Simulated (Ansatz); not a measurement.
The system is Ca3AsP.

```
As Ca P
1.0
     5.33390    0.00000    0.00000
     0.00000    5.33390    0.00000
     0.00000    0.00000    5.33390
As Ca P
1 3 1
Direct
  0.00000 0.00000 0.00000
  0.50000 0.50000 0.00000
  0.50000 0.00000 0.50000
  0.00000 0.50000 0.50000
  0.50000 0.50000 0.50000
```

The cell comes from a database or a generator and needn't be the stable form of this composition.

```yaml
Program: Ansatz 0.2.0
Task: relaxation of cell and atoms
Functional: BLYP
Potentials_or_basis: Ansatz PAW
Cutoff: "420 eV (not typed: the program's choice for these potentials)"
k_mesh: 5 × 5 × 5
Occupations: fermi-dirac, width 0.05 eV
Spin: no spin polarisation
```

At the start: volume 30.35 Å³/atom.

Where does the relaxation end?

It ends after 4 steps and the volume is 31.26 Å³/atom (+3.0 %); space group Pm-3m (No. 221, to 0.05 Å).

The path:
| step | energy change (eV) | largest force (eV/Å) | volume (Å³) |
| --- | --- | --- | --- |
| 1 | 0.0000 | 0.0000 | 151.75 |
| 2 | -0.0156 | 0.0000 | 156.02 |
| 3 | -0.0156 | 0.0000 | 156.28 |
| 4 | -0.0159 | 0.0000 | 156.28 |

Final structure:
```
As Ca P
1.0
     5.38647    0.00000    0.00000
     0.00000    5.38647    0.00000
     0.00000    0.00000    5.38647
As Ca P
1 3 1
Direct
  0.00000 0.00000 0.00000
  0.50000 0.50000 0.00000
  0.50000 0.00000 0.50000
  0.00000 0.50000 0.50000
  0.50000 0.50000 0.50000
```

Caveat: the plane-wave basis is chosen anew once the cell has moved, so the energies of steps on either side of that aren't comparable; the PAW data sets come from PBE, with cores solved anew for the run's functional, which leaves a small shift of forces and pressure.
